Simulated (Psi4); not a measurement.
# C2H4ClSi (SMILES C=C[SiH]Cl): UHF/cc-pVQZ (density fitting, sweep point 5)

Aim: the vertical electron affinity of C2H4ClSi at UHF/cc-pVQZ (density fitting, sweep point 5), from 2 runs. 

Program for the calculation: Psi4 1.11.

## 1. The molecule

C2H4ClSi has 8 atoms, charge 0, and is taken as a doublet. As SMILES, `C=C[SiH]Cl`. The shape is that of a PBE0-D4/def2-TZVP optimisation.

Bond lengths: C1–C2 1.335 Å, C2–Si3 1.841 Å, Si3–Cl4 2.059 Å, C1–H5 1.087 Å, C1–H6 1.086 Å, C2–H7 1.088 Å, Si3–H8 1.489 Å. Angles: C1–C2–Si3 122.0°, C2–Si3–Cl4 111.3°, C1–C2–H7 119.1°, Si3–C2–H7 118.7°, C2–C1–H5 121.9°, C2–C1–H6 122.0°, C2–Si3–H8 111.0°, Cl4–Si3–H8 109.0°, H5–C1–H6 116.1°.

## 2. The energy at UHF/cc-pVQZ (density fitting, sweep point 5)

Input file calc.py:

```python
import psi4

psi4.set_memory(1600000000)
psi4.set_num_threads(1)
psi4.core.set_output_file('output.dat', False)

mol = psi4.geometry("""
0 2
C      0.647000     1.027000    -0.659700
C      0.628500    -0.066700     0.105400
Si    -0.903600    -0.642600     0.947100
Cl    -1.031600    -2.697900     0.941300
H     -0.256900     1.588200    -0.880600
H      1.563900     1.404900    -1.102500
H      1.561300    -0.591000     0.301600
H     -2.116300    -0.079100     0.291500
symmetry c1
""")

psi4.set_options({
    'reference': 'uhf',
    'puream': True,
    'scf_type': 'df',
    'maxiter': 100,
})

E, wfn = psi4.energy('hf/cc-pVQZ', return_wfn=True)
print(f'hf/cc-pVQZ energy: {E:.10f} Eh')
```

The run is started by

```bash
python calc.py
```

output.dat:

```text
[...]
  Running in c1 symmetry.
[...]
  Nuclear repulsion =  182.848461531702696
[...]
  Multiplicity = 2
[...]
  Nalpha       = 24
  Nbeta        = 23
[...]
    Number of basis functions: 348
[...]
   @DF-UHF iter   1:  -826.36624538131014   -5.57180e-01   1.43915e-03 DIIS/ADIIS
[...]
   @DF-UHF iter  13:  -826.56859543785902   -4.94336e-07   3.29159e-07 DIIS
[...]
   @S^2 Observed:                8.661908411E-01
[...]
    Orbital Energies [Eh]
    ---------------------
    Alpha Occupied:
       1A   -104.825909     2A    -68.818139     3A    -11.257089
       4A    -11.232040     5A    -10.553211     6A     -8.020916
       7A     -8.018964     8A     -8.018610     9A     -6.164800
      10A     -4.276423    11A     -4.268079    12A     -4.267046
      13A     -1.098170    14A     -1.055963    15A     -0.811461
      16A     -0.705852    17A     -0.636393    18A     -0.584583
      19A     -0.525951    20A     -0.495154    21A     -0.491534
      22A     -0.449647    23A     -0.417865    24A     -0.326338
    Alpha Virtual:
      25A      0.094841    26A      0.115369    27A      0.118739
[...]
  @DF-UHF Final Energy:  -826.56859543785902
   => Energetics <=
    Nuclear Repulsion Energy =            182.8484615317026964
    One-Electron Energy =               -1504.6880863050423613
    Two-Electron Energy =                 495.2710293354805913
    Total Energy =                       -826.5685954378591305
  UHF NO Occupations:
  HONO-2 :   22  A 1.9987635
  HONO-1 :   23  A 1.9434140
  HONO-0 :   24  A 1.0000000
  LUNO+0 :   25  A 0.0565860
  LUNO+1 :   26  A 0.0012365
[...]
 Multipole Moments:
 ------------------------------------------------------------------------------------
     Multipole            Electronic (a.u.)      Nuclear  (a.u.)        Total (a.u.)
 ------------------------------------------------------------------------------------
 L = 1.  Multiply by 2.5417464519 to convert [e a0] to [Debye]
 Dipole X            :         -2.7320506            3.0515260            0.3194754
 Dipole Y            :         -6.9776442            7.7245170            0.7468728
 Dipole Z            :          3.5168438           -3.7566111           -0.2397673
 Magnitude           :                                                    0.8469781
[...]
```

On the terminal:

```text
hf/cc-pVQZ energy: -826.5685954379 Eh
```

Run time: 20 s. Hardware: 1 thread of AMD EPYC 7B13 (Zen 3), shared host; peak memory 1.1 GiB.

## 3. The singlet anion at the same level

Input file calc.py:

```python
import psi4

psi4.set_memory(1600000000)
psi4.set_num_threads(1)
psi4.set_output_file('psi4.out', False)

mol = psi4.geometry("""
-1 1
C      0.647000     1.027000    -0.659700
C      0.628500    -0.066700     0.105400
Si    -0.903600    -0.642600     0.947100
Cl    -1.031600    -2.697900     0.941300
H     -0.256900     1.588200    -0.880600
H      1.563900     1.404900    -1.102500
H      1.561300    -0.591000     0.301600
H     -2.116300    -0.079100     0.291500
units angstrom
symmetry c1
""")

psi4.set_options({
    'basis': 'cc-pVQZ',
    'puream': True,
    'scf_type': 'df',
})

result, w = psi4.energy('scf', molecule=mol, return_wfn=True)
print('E =', round(result, 9))
```

The run is started by

```bash
python calc.py
```

psi4.out:

```text
[...]
  Running in c1 symmetry.
[...]
  Nuclear repulsion =  182.848461531702696
[...]
  Multiplicity = 1
[...]
  Nalpha       = 24
  Nbeta        = 24
[...]
    Number of basis functions: 348
[...]
   @DF-RHF iter   1:  -826.26464544081648   -4.55580e-01   1.83388e-03 DIIS/ADIIS
[...]
   @DF-RHF iter  10:  -826.55710912933193   -1.41117e-07   2.19107e-07 DIIS
[...]
    Orbital Energies [Eh]
    ---------------------
    Doubly Occupied:
       1A   -104.631022     2A    -68.557442     3A    -11.058963
       4A    -11.056499     5A    -10.359353     6A     -7.826240
       7A     -7.825291     8A     -7.825102     9A     -5.906042
      10A     -4.012175    11A     -4.010702    12A     -4.010408
      13A     -0.903383    14A     -0.865071    15A     -0.623052
      16A     -0.497429    17A     -0.443879    18A     -0.393759
      19A     -0.321351    20A     -0.305266    21A     -0.293623
      22A     -0.255810    23A     -0.223803    24A     -0.032887
[...]
  @DF-RHF Final Energy:  -826.55710912933193
   => Energetics <=
    Nuclear Repulsion Energy =            182.8484615317026964
    One-Electron Energy =               -1514.3339858672634364
    Two-Electron Energy =                 504.9284152062288058
    Total Energy =                       -826.5571091293319341
[...]
 Multipole Moments:
 ------------------------------------------------------------------------------------
     Multipole            Electronic (a.u.)      Nuclear  (a.u.)        Total (a.u.)
 ------------------------------------------------------------------------------------
 L = 1.  Multiply by 2.5417464519 to convert [e a0] to [Debye]
 Dipole X            :         -2.4816687            3.0515260            0.5698573
 Dipole Y            :         -8.2364655            7.7245170           -0.5119485
 Dipole Z            :          2.7410535           -3.7566111           -1.0155576
 Magnitude           :                                                    1.2720793
[...]
```

The script printed:

```text
E = -826.557109129
```

Wall time 12 s (1 thread of AMD EPYC 7B13 (Zen 3), shared host); peak memory 1.1 GiB.

## 4. Summary of results

At UHF/cc-pVQZ (density fitting, sweep point 5):

| quantity | value |
| --- | --- |
| doublet C2H4ClSi: total energy | -826.56860 Eh |
| doublet C2H4ClSi: dipole moment | 2.15 D |
| doublet C2H4ClSi: HOMO energy (highest over α and β) | -8.88 eV |
| doublet C2H4ClSi: LUMO energy (lowest over α and β) | 1.26 eV |
| doublet C2H4ClSi: ⟨S²⟩ | 0.866 |
| singlet anion: total energy | -826.55711 Eh |
| singlet anion: HOMO energy | -0.89 eV |
| singlet anion: LUMO energy | 6.92 eV |
| singlet anion: HOMO–LUMO gap (to an unbound level, set by the basis) | 7.82 eV |
| vertical electron affinity (to the singlet anion) | -0.313 eV |

What this shows: The anion lies 0.31 eV (30.2 kJ/mol) above the neutral: the electron isn't bound at this level, and such a value depends on the basis. Without diffuse functions anions come out too high. Hartree–Fock misses the correlation that binds many anions. ⟨S²⟩ (doublet C2H4ClSi) is 0.87 where a pure doublet has 0.75: the reference is spin-contaminated.
